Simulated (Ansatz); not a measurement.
# CH6BSb (SMILES C[BH][SbH2]): CCSD(T)/def2-SVPD (core potential)

What is the vertical singlet–triplet gap of CH6BSb at CCSD(T)/def2-SVPD (core potential)? 

The calculation is run with Ansatz 0.2.0.

29 further runs of the same task are left out: 29 set aside as unsound or not needed.

## Step 1: The system as given

CH6BSb: 9 atoms, total charge 0, spin state singlet. SMILES: `C[BH][SbH2]`. Geometry: relaxed at PBE0-D4/def2-TZVP. This is one conformer, not always the lowest.

Bond lengths: C1–B2 1.551 Å, B2–Sb3 2.227 Å, C1–H4 1.102 Å, C1–H5 1.095 Å, C1–H6 1.091 Å, B2–H7 1.199 Å, Sb3–H8 1.703 Å, Sb3–H9 1.705 Å. Some angles: C1–B2–Sb3 123.7°, C1–B2–H7 119.7°, Sb3–B2–H7 116.5°, B2–C1–H4 105.1°, B2–C1–H5 112.5°, B2–C1–H6 116.5°, B2–Sb3–H8 95.0°, B2–Sb3–H9 95.1°, H4–C1–H5 104.9°, H4–C1–H6 107.2°.

## Step 2: The energy at CCSD(T)/def2-SVPD (core potential)

input.yaml reads:

```yaml
crystal:
  periodic: [false, false, false]
  atoms:
    - {symbol: C, position_ang: [-0.696500, 0.976700, -0.600500]}
    - {symbol: B, position_ang: [0.386200, -0.132200, -0.547000]}
    - {symbol: Sb, position_ang: [1.415200, -0.767000, 1.323700]}
    - {symbol: H, position_ang: [-1.637800, 0.449300, -0.824500]}
    - {symbol: H, position_ang: [-0.551700, 1.662600, -1.441500]}
    - {symbol: H, position_ang: [-0.856700, 1.545300, 0.316400]}
    - {symbol: H, position_ang: [0.752700, -0.653500, -1.562200]}
    - {symbol: H, position_ang: [1.258000, -2.435000, 1.019200]}
    - {symbol: H, position_ang: [0.019000, -0.692400, 2.299200]}
basis:
  gaussian: {orbitals: def2-SVPD}
correlation: {method: ccsd_t, frozen_orbitals: {B: 1, C: 1, H: 0, Sb: 4}}
accuracy: high
scf: {omitted_lower_state_checks: [cluster_reference, increment]}
```

Command:

```bash
ansatz run input.yaml --threads 1 --pin off --max-ram 3480MiB --events-out events.jsonl --progress --plain --runs-dir runs
```

Output, cut to the lines that bear on the results:

```text
Warning: RAYON_NUM_THREADS=1 ignored (pool sized by the plan → 1); use --threads N
Functional definition: HF
  name "HF"
[...]
2646 factors; integrals over basis functions are off by at most 3.3e-9 eV
[...]
mean field -8305.53347977 eV, -305.2227256888 hartree, gradient 3.0e-8 eV, S^2 0.000000; 0 other end points of the search recorded, 0 dependent functions left out
6 core orbitals not correlated: weight in the atoms' cores, before any rotation towards them, 1.000 or more for the frozen orbitals, at most 0.000 for the correlated occupied ones
reference -8305.53347977 eV, -305.2227256888 hartree; 14, 14 occupied and 100, 100 virtual orbitals, 2646 factors
second order -10.10707291 eV of doubles, -0.00000000 eV of singles
cycle   1  -11.05828494 eV  change   -9.5e-1 eV  update   8.7e-2
[...]
cycle  22  -11.48563812 eV  change  -8.9e-10 eV  update   2.3e-9
perturbative correction -0.37571252 eV, -0.0138071805 hartree
Total energy: -8317.39483041 eV, -305.6586222850 hartree
Checks for a lower state left out: cluster_reference, increment
```

Run time: 86 s. Hardware: 1 thread of Arm Neoverse V2, shared host; peak memory 1.3 GiB.

## Step 3: The triplet

run.yaml reads:

```yaml
crystal:
  periodic: [false, false, false]
  atoms:
    - {symbol: C, position_ang: [-0.696500, 0.976700, -0.600500]}
    - {symbol: B, position_ang: [0.386200, -0.132200, -0.547000]}
    - {symbol: Sb, position_ang: [1.415200, -0.767000, 1.323700]}
    - {symbol: H, position_ang: [-1.637800, 0.449300, -0.824500]}
    - {symbol: H, position_ang: [-0.551700, 1.662600, -1.441500]}
    - {symbol: H, position_ang: [-0.856700, 1.545300, 0.316400]}
    - {symbol: H, position_ang: [0.752700, -0.653500, -1.562200]}
    - {symbol: H, position_ang: [1.258000, -2.435000, 1.019200]}
    - {symbol: H, position_ang: [0.019000, -0.692400, 2.299200]}
basis:
  gaussian:
    orbitals: def2-SVPD
magnetization:
  spin_polarized: true
  initial_magnetization: 2
correlation:
  method: ccsd_t
  frozen_orbitals: {B: 1, C: 1, H: 0, Sb: 4}
accuracy: high
scf:
  omitted_lower_state_checks: [cluster_reference, increment]
```

Command:

```bash
ansatz run run.yaml --threads 1 --pin off --max-ram 3480MiB --events-out events.jsonl --progress --plain --runs-dir runs
```

Output, cut to the lines that bear on the results:

```text
Warning: RAYON_NUM_THREADS=1 ignored (pool sized by the plan → 1); use --threads N
[... 2 set-up lines as earlier in the session ...]
[...]
2646 factors; integrals over basis functions are off by at most 3.3e-9 eV
[...]
mean field -8302.37210733 eV, -305.1065473945 hartree, gradient 1.8e-8 eV, S^2 2.036958; 2 other end points of the search recorded, 0 dependent functions left out
6 core orbitals not correlated: weight in the atoms' cores, before any rotation towards them, 1.000 or more for the frozen orbitals, at most 0.000 for the correlated occupied ones
reference -8302.37210733 eV, -305.1065473945 hartree; 15, 13 occupied and 99, 101 virtual orbitals, 2646 factors
second order -9.82606605 eV of doubles, -0.00000000 eV of singles
cycle   1  -10.80139845 eV  change   -9.8e-1 eV  update   8.9e-2
[...]
cycle  29  -11.27172634 eV  change   9.1e-10 eV  update   2.8e-9
perturbative correction -0.37990098 eV, -0.0139611036 hartree
Total energy: -8314.02373465 eV, -305.5347368008 hartree
Checks for a lower state left out: cluster_reference, increment
```

It took 6.2 min on 1 thread of Arm Neoverse V2, shared host; peak memory 2.9 GiB.

## Step 4: What came out

At CCSD(T)/def2-SVPD (core potential), 6 core orbitals frozen:

| quantity | value |
| --- | --- |
| singlet: total energy | -305.65862 Eh |
| singlet: correlation energy (6 core orbitals frozen) | -435.9 mEh |
| singlet: (T) correction | -13.81 mEh |
| singlet: T1 diagnostic | 0.013 |
| triplet: total energy | -305.53474 Eh |
| triplet: correlation energy (6 core orbitals frozen) | -428.2 mEh |
| triplet: (T) correction | -13.96 mEh |
| triplet: ⟨S²⟩ of the reference determinant | 2.037 |
| triplet: T1 diagnostic | 0.015 |
| vertical energy of the triplet above the singlet | 3.371 eV |

In words: At this shape the triplet lies 3.37 eV (78 kcal/mol) above the singlet. The triples (singlet) make up 3.2 % of the correlation energy. The triples (triplet) make up 3.3 % of the correlation energy.
